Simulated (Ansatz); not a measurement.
What does this script print? It uses the Python package of Ansatz (0.2.0).

Contents of `fge2h7si.xyz`:
```text
11

F    -0.08400   -2.32340   -0.75410
Ge    0.08770   -0.57620   -0.78650
Si   -1.90000    0.40680   -0.13050
Ge    1.82310    0.08380    0.72270
H     0.44550   -0.11510   -2.22230
H    -2.97270    0.00550   -1.05250
H    -1.75040    1.86940   -0.15370
H    -2.23200   -0.03050    1.23340
H     3.15970   -0.57160    0.29130
H     1.96640    1.62690    0.69530
H     1.45650   -0.37560    2.15690
```

`run_bde.py`:
```python
# -*- coding: utf-8 -*-
"""Cost of removing each kind of hydrogen from FGe2H7Si, fragments frozen."""

import ansatz as az


def single_point(molecule, charge=0, unpaired=0):
    calc = (
        molecule.calculation()
        .basis(gaussian="6-31G*")
        .functional("b3lyp")
    )
    if charge:
        calc = calc.charge(charge)
    if unpaired:
        calc = calc.spin("collinear", total=unpaired)
    return calc.run(threads=1, pin="off").report["free_energy_ev"]

def without(molecule, index):
    rest = az.Crystal.molecule()
    for i, site in enumerate(molecule.cartesian_sites):
        if i != index:
            rest = rest.atom(site.symbol, site.position_ang)
    return rest


def main():
    molecule = az.Crystal.molecule_from_extxyz("fge2h7si.xyz")

    whole = single_point(molecule, 0)
    hydrogen = single_point(az.Crystal.molecule().atom("H", (0, 0, 0)), 0, 1)
    print(f"E(molecule) = {whole:.5f} eV, E(H) = {hydrogen:.5f} eV")
    for index in [4, 7, 10]:
        radical = single_point(without(molecule, index), 0, 1)
        print(f"H{index}: homolysis {(radical + hydrogen - whole):.3f} eV")


if __name__ == "__main__":
    main()
```

`python run_bde.py` gives:
```text
E(molecule) = -123733.16764 eV, E(H) = -13.61312 eV
H4: homolysis 3.526 eV
H7: homolysis 3.998 eV
H10: homolysis 3.692 eV
```

Reading the output:
- Total energies depend on the basis set; only differences at equal settings carry meaning.
- The geometry is a force-field or estimated start, not a minimum of this method, and the basis set is short of its limit. All parts are taken at fixed geometry, without zero-point energy.
- b3lyp holds the VWN-RPA fit, as in Gaussian; the form of ORCA and Turbomole is b3lyp5.
- Wall time of the script: 41 s on 1 thread of Intel(R) Xeon(R) Platinum 8488C (Sapphire Rapids) (shared host), peak memory 0.5 GiB.

(A comment or docstring line of the script was reworded after the run, the code is as it ran; lines on the test bed's own set-up are left out of the output.)
